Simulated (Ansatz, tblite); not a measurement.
# [CuCl4]-: a ladder of methods and basis sets

The task here is to estimate one member of a computed series from the others.

Method: as each input shows; program: Ansatz 0.2.0, Gaussian basis.

Levels to be run: GFN1-xTB, GFN2-xTB, PBE-D4/def2-TZVPD, r2SCAN-D4/def2-TZVPD, LC-ωPBE/def2-TZVPD, B2PLYP/def2-TZVPD, B3LYP-D4/def2-TZVPD, BLYP-D4/def2-TZVPD, r2SCANh-D4/def2-TZVPD, PBE-D4/def2-SVPD, PBE0-D4/def2-SVPD, HF/STO-3G, HF/6-31G, B3LYP-D4/6-31G, CCSD(T)/def2-SVPD, MP2/def2-TZVPD, RPA/def2-TZVPD.

## The structure

The geometry is that of the singlet, from an earlier relaxation (r2SCAN-D4/def2-SVPD).

5 atoms, charge -1, spin multiplicity 1.

Bond lengths: Cu1–Cl2 2.212 Å, Cu1–Cl3 2.212 Å, Cu1–Cl4 2.212 Å, Cu1–Cl5 2.212 Å. Angles: Cl2–Cu1–Cl3 90.0°, Cl2–Cu1–Cl4 179.8°, Cl2–Cu1–Cl5 90.0°, Cl3–Cu1–Cl4 90.0°, Cl3–Cu1–Cl5 179.8°, Cl4–Cu1–Cl5 90.0°.

Geometry (Å):

```xyz
5

Cu    0.0001   -0.0001    0.0000
Cl    2.2120   -0.0248    0.0068
Cl    0.0247    2.2117    0.0054
Cl   -2.2116    0.0251    0.0009
Cl   -0.0252   -2.2119   -0.0131
```

Formally the metal is d8. No spin-orbit coupling is included. The ion is computed in the gas phase, without counter-ions or solvent.

PBE0-D4/def2-TZVPD was run before; its log isn't repeated, and its numbers join the tables.

Set-up of the first run:

Tight binding, by tblite at 300 K electronic temperature and without a spin-polarisation term:

```python
tblite.interface.Calculator('GFN1-xTB', numbers, positions, charge=-1, uhf=0).singlepoint()
```

Tight binding, by tblite at 300 K electronic temperature and without a spin-polarisation term:

```python
tblite.interface.Calculator('GFN2-xTB', numbers, positions, charge=-1, uhf=0).singlepoint()
```

start.molden holds the orbitals of an earlier run on this state, given as this run's starting guess.

Input file in.yaml:

```yaml
crystal:
  periodic: [false, false, false]
  atoms:
    - {symbol: Cu, position_ang: [0.000138, -0.000083, 0.000001]}
    - {symbol: Cl, position_ang: [2.211983, -0.024831, 0.006788]}
    - {symbol: Cl, position_ang: [0.024737, 2.211716, 0.005413]}
    - {symbol: Cl, position_ang: [-2.211644, 0.025066, 0.000907]}
    - {symbol: Cl, position_ang: [-0.025204, -2.211877, -0.013109]}
basis:
  gaussian: {orbitals: def2-TZVPD, initial_orbitals: start.molden}
total_charge: -1
hamiltonian: {xc: pbe, dispersion: d4}
scf: {omitted_lower_state_checks: [starts]}
output: {orbitals: {seedname: orbitals}}
```

Launch:

```sh
> ansatz run in.yaml --threads 4 --pin off --events-out ev --progress --plain --max-ram 3916MiB
```

Steps of the session up to this table: PBE-D4/def2-TZVPD; r2SCAN-D4/def2-TZVPD; LC-ωPBE/def2-TZVPD; B2PLYP/def2-TZVPD; B3LYP-D4/def2-TZVPD; BLYP-D4/def2-TZVPD; r2SCANh-D4/def2-TZVPD; PBE-D4/def2-SVPD; PBE0-D4/def2-SVPD; HF/STO-3G; HF/6-31G; B3LYP-D4/6-31G; CCSD(T)/def2-SVPD; MP2/def2-TZVPD; RPA/def2-TZVPD.

One of the session's tables, all rows but one given; the rest of the session is left out.

```
                level  HOMO (eV)  LUMO (eV)  gap (eV)
            HF/STO-3G      -4.58       8.50     13.08
             HF/6-31G          ?          ?         ?
     PBE-D4/def2-SVPD      -2.29      -1.96      0.33
    PBE-D4/def2-TZVPD      -2.24      -1.74      0.50
   BLYP-D4/def2-TZVPD      -2.08      -1.60      0.49
 r2SCAN-D4/def2-TZVPD      -2.53      -1.89      0.64
r2SCANh-D4/def2-TZVPD      -3.04      -1.67      1.37
       B3LYP-D4/6-31G      -3.17      -1.08      2.10
  B3LYP-D4/def2-TZVPD      -3.34      -1.36      1.98
    PBE0-D4/def2-SVPD      -3.66      -1.48      2.18
   PBE0-D4/def2-TZVPD      -3.60      -1.21      2.39
   LC-ωPBE/def2-TZVPD      -6.39       0.42      6.81
```

Estimate the missing values for HF/6-31G.

As computed: HOMO (eV): -6.95; LUMO (eV): 1.81; gap (eV): 8.75. In the column «HOMO (eV)» it is the lowest.

To keep in mind: Warnings in the runs' records: other roots.
